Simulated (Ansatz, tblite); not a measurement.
# The cluster Ge₃O₂: a ladder of methods and basis sets

The task here is to estimate one member of a computed series from the others.

Method: as each input shows; program: Ansatz 0.2.0, Gaussian basis.

Levels to be run: GFN1-xTB, GFN2-xTB, PBE-D4/def2-TZVP, r2SCAN-D4/def2-TZVP, ωB97X-V/def2-TZVP, LC-ωPBE/def2-TZVP, PBE+10HF/def2-SVP, PBE+15HF/def2-SVP, PBE+40HF/def2-SVP, PBE-D4/def2-SVP, PBE0-D4/def2-SVP, HF/STO-3G, HF/6-31G, B3LYP-D4/6-31G, PBE0-D4/def2-TZVPD, PBE-D4/def2-TZVPD, r2SCAN-D4/def2-TZVPD, CCSD(T)/def2-SVP, MP2/def2-TZVP, RPA/def2-TZVP.

2 further runs of the same task are left out: 2 set aside as unsound or not needed. Runs told in other sessions of the task aren't counted.

### The geometry

The geometry is that of the singlet, from an earlier relaxation (B3LYP-D4/def2-SVP). At that level it is the lowest of the isomers that a small search found.

5 atoms, charge 0, spin multiplicity 1.

Bond lengths: Ge1–O4 1.925 Å, Ge1–O5 1.926 Å, Ge2–O4 2.188 Å, Ge2–O5 2.187 Å, Ge3–O4 1.925 Å, Ge3–O5 1.926 Å. Angles: O4–Ge1–O5 76.5°, O4–Ge2–O5 66.1°, O4–Ge3–O5 76.5°, Ge1–O4–Ge2 75.8°, Ge1–O4–Ge3 102.0°, Ge2–O4–Ge3 75.8°, Ge1–O5–Ge2 75.8°, Ge1–O5–Ge3 102.0°, Ge2–O5–Ge3 75.8°.

As a file:

```xyz
5
charge 0, multiplicity 1
Ge    1.45244    0.27615    0.54735
Ge   -0.17075    0.76845   -1.33806
Ge   -1.34356   -0.76600    0.30556
O     0.43634   -1.08867   -0.35394
O    -0.37448    0.81008    0.83908
```

PBE0-D4/def2-TZVP was run before; its log isn't repeated, and its numbers join the tables.

The first run:

Tight binding, by tblite at 300 K electronic temperature and without a spin-polarisation term:

```python
tblite.interface.Calculator('GFN1-xTB', numbers, positions, charge=0, uhf=0).singlepoint()
```

Tight binding, by tblite at 300 K electronic temperature and without a spin-polarisation term:

```python
tblite.interface.Calculator('GFN2-xTB', numbers, positions, charge=0, uhf=0).singlepoint()
```

start.molden holds the orbitals of an earlier run on this state, given as this run's starting guess.

in.yaml

```yaml
crystal:
  periodic: [false, false, false]
  atoms:
    - {symbol: Ge, position_ang: [1.452440, 0.276146, 0.547348]}
    - {symbol: Ge, position_ang: [-0.170747, 0.768453, -1.338063]}
    - {symbol: Ge, position_ang: [-1.343555, -0.766004, 0.305561]}
    - {symbol: O, position_ang: [0.436339, -1.088666, -0.353941]}
    - {symbol: O, position_ang: [-0.374478, 0.810081, 0.839085]}
basis:
  gaussian: {orbitals: def2-TZVP, initial_orbitals: start.molden}
hamiltonian: {xc: pbe, dispersion: d4}
scf: {omitted_lower_state_checks: [starts]}
output: {orbitals: {seedname: orbitals}}
```

On the command line:

```console
ansatz run in.yaml --threads 4 --pin off --events-out ev --progress --plain --max-ram 4787MiB
```

Among the steps run: PBE-D4/def2-TZVP; r2SCAN-D4/def2-TZVP; ωB97X-V/def2-TZVP; LC-ωPBE/def2-TZVP; PBE+10HF/def2-SVP; PBE+15HF/def2-SVP; PBE+40HF/def2-SVP; PBE-D4/def2-SVP; PBE0-D4/def2-SVP; HF/STO-3G; HF/6-31G; B3LYP-D4/6-31G; PBE0-D4/def2-TZVPD; PBE-D4/def2-TZVPD; r2SCAN-D4/def2-TZVPD; CCSD(T)/def2-SVP; MP2/def2-TZVP; RPA/def2-TZVP.

One of the session's tables, all rows but one given; the rest of the session is left out.

It belongs to the step «Levels side by side». 

| level | HOMO (eV) | gap (eV) |
| --- | --- | --- |
| HF/STO-3G | -4.75 | 9.76 |
| HF/6-31G | -7.78 | 8.10 |
| PBE-D4/def2-SVP | -5.22 | 2.47 |
| PBE-D4/def2-TZVP | -5.19 | 2.39 |
| PBE-D4/def2-TZVPD | -5.22 | 2.35 |
| r2SCAN-D4/def2-TZVP | -5.45 | 2.65 |
| r2SCAN-D4/def2-TZVPD | -5.45 | 2.64 |
| B3LYP-D4/6-31G | ? | ? |
| PBE0-D4/def2-SVP | -6.06 | 3.95 |
| PBE0-D4/def2-TZVP | -6.00 | 3.89 |
| PBE0-D4/def2-TZVPD | -6.02 | 3.85 |
| LC-ωPBE/def2-TZVP | -8.15 | 7.92 |
| ωB97X-V/def2-TZVP | -7.87 | 7.63 |
| PBE+10HF/def2-SVP | -5.55 | 3.06 |
| PBE+15HF/def2-SVP | -5.72 | 3.36 |
| PBE+40HF/def2-SVP | -6.57 | 4.83 |

Q: Estimate the row for B3LYP-D4/6-31G from the others.

As computed: HOMO (eV): -6.00; gap (eV): 3.62.
